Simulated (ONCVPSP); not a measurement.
# Sc: generating and testing an ONCV potential

Do these settings give a usable potential? It is generated, then checked for transferability, scattering, ghosts and hardness.

Program: ONCVPSP 4.0.1. Reference atom: PBE, scalar-relativistic, spherical and spin-unpolarised. All values are calculated.

### 1 Settings

Typed settings, in words:

* element: scandium (Sc, Z = 21)
* type: optimised norm-conserving Vanderbilt (ONCV)
* frozen core: [Ar]
* valence charge: 3
* reference configuration: 3d1 4s2
* partial waves: 4s: rc 2.75 bohr, ncon 4, nbas 7, qcut 2.5 1/bohr, 3 projectors, debl 2 Ha; p scattering state at 0.33 Ha: rc 2.55 bohr, ncon 4, nbas 8, qcut 2.9 1/bohr, 2 projectors, debl 1.8 Ha; 3d: rc 1.55 bohr, ncon 4, nbas 7, qcut 9.7 1/bohr, 2 projectors, debl 2.6 Ha
* local potential: polynomial inside 1.20 bohr (lpopt 5, dvloc0 4 Ha)
* core correction: not asked for

The nodes and maxima of the atom's own shells, from an earlier all-electron run, set the scale for the radii.

All-electron outer shells of the reference configuration (PBE, scalar-relativistic, ld1.x):

```csv
shell,level (eV),outermost node (bohr),outermost maximum (bohr)
3p,-33.63,0.39,0.97
4s,-4.18,1.33,3.14
3d,-3.23,–,1.10
4p,-1.47,1.49,4.03
```

### 2 Generating the potential

Contents of Sc.dat:

```
# ATOM AND REFERENCE CONFIGURATION
# atsym  z   nc   nv     iexc    psfile
  Sc 21.00    5    2        4      upf
#
#   n    l    f
    1    0    2.00
    2    0    2.00
    2    1    6.00
    3    0    2.00
    3    1    6.00
    3    2    1.00
    4    0    2.00
#
# PSEUDOPOTENTIAL AND OPTIMIZATION
# lmax
    2
#
#   l,   rc,      ep,       ncon, nbas, qcut
    0    2.75    0.00    4    7    2.50
    1    2.55    0.33    4    8    2.90
    2    1.55    0.00    4    7    9.70
#
# LOCAL POTENTIAL
# lloc, lpopt,  rc(5),   dvloc0
    4    5    1.20    4.00
#
# VANDERBILT-KLEINMAN-BYLANDER PROJECTORs
# l, nproj, debl
    0    3    2.00
    1    2    1.80
    2    2    2.60
#
# MODEL CORE CHARGE
# icmod, fcfact, rcfact
    0    0.00    0.00
#
# LOG DERIVATIVE ANALYSIS
# epsh1, epsh2, depsh
   -2.00    5.00    0.02
#
# OUTPUT GRID
# rlmax, drl
    6.00    0.01
#
# TEST CONFIGURATIONS
# ncnf
    4
# nvcnf
#   n    l    f
    2
    3    2    1.00
    4    0    1.00
#
    2
    3    2    1.00
    4    0    0.00
#
    2
    3    2    1.00
    4    0    1.50
#
    2
    3    2    2.00
    4    0    1.00
#
```

Started as:

```bash
oncvpsp.x < Sc.dat > Sc.out
```

Q: Predict the outcome of this session. Wanted: cutoffs for 1 and 0.1 mHa per electron, occupied waves; bound ghosts; GHOST(+) flags; largest test error; largest phase difference near zero energy, channels read.

The runs gave:

| quantity | value |
| --- | --- |
| cutoffs for 1 and 0.1 mHa per electron, occupied waves | 35 Ha and 40 Ha |
| bound ghosts | none found |
| GHOST(+) flags | s at 81 eV, p at 69 eV |
| largest test error (AE − PS) | +294 meV, for 3d1 4s0 |
| largest phase difference near zero energy, channels read | 0.047 rad |

What this shows: The worst unpolarised test, 3d1 4s0, is off by 294 meV on 19.7 eV; by total energies transferability rates as poor. The potential is of middling hardness: the looser tolerance needs 35 Ha. At the looser tolerance the 3d wave is the slowest; 4s needs 2 Ha. No bound ghost shows below the valence levels. Near zero energy the largest phase difference among the channels read is 0.05 rad, in the p channel. The program also flags highly localised states, GHOST(+) (s, p). All of this concerns the isolated atom, not yet a solid.
